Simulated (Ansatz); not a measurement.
Crystal: MoSe.

```xyz
2
Lattice="3.4707 0.0000 0.0000 -1.7353 3.0057 0.0000 0.0000 0.0000 4.3728" Properties=species:S:1:pos:R:3 pbc="T T T"
Mo    1.7353    1.0019    0.1113
Se    0.0000    2.0038    0.5179
```

The cell was built by a generator and needn't be a form met in nature.

```yaml
Program: Ansatz 0.2.0
Task: relaxation of cell and atoms
Functional: RPBE
Dispersion: D3(BJ)
Potentials_or_basis: Ansatz PAW
Cutoff: "420 eV (not typed: the program's choice for these potentials)"
k_mesh: 9 × 9 × 6
Occupations: fermi-dirac, width 0.05 eV
Spin: no spin polarisation
```

At the start: volume 22.81 Å³/atom.

Q: How do energy, volume and symmetry change on relaxing?

A: It ends after 15 steps and the volume is 13.75 Å³/atom (-39.7 %); space group P-6m2 (No. 187, to 0.05 Å).

The path:
```csv
step,energy change (eV),largest force (eV/Å),volume (Å³)
1,0.0000,6.3012,45.62
2,-3.1454,4.0674,49.74
3,-4.3494,2.0732,49.08
4,-5.5232,1.1704,44.84
5,-5.7457,0.6367,39.89
6,-6.8727,0.9632,35.46
7,-7.7516,0.0942,30.99
8,-8.0071,0.0012,28.40
9,-8.0636,1.3426,26.52
10,-8.1439,0.1793,27.72
11,-8.1497,0.0046,27.53
12,-8.1498,0.0000,27.50
13,-8.1471,0.0000,27.50
14,-8.1471,0.0001,27.50
15,-8.1471,0.0001,27.50
```

Final structure:
```cif
data_structure
_symmetry_space_group_name_H-M 'P 1'
_symmetry_Int_Tables_number 1
_cell_length_a 2.9382
_cell_length_b 2.9382
_cell_length_c 3.6782
_cell_angle_alpha 90.000
_cell_angle_beta 90.000
_cell_angle_gamma 120.000
_cell_volume 27.50
loop_
_atom_site_label
_atom_site_type_symbol
_atom_site_fract_x
_atom_site_fract_y
_atom_site_fract_z
_atom_site_occupancy
Mo1 Mo 0.66667 0.33333 0.82194 1
Se1 Se 0.33333 0.66667 0.32194 1
```

Caveat: the volume moved by over 15 % at a fixed basis, so the end points are rough; the plane-wave basis is chosen anew once the cell has moved, so the energies of steps on either side of that aren't comparable; the PAW data sets come from PBE, with cores solved anew for the run's functional, which leaves a small shift of forces and pressure.
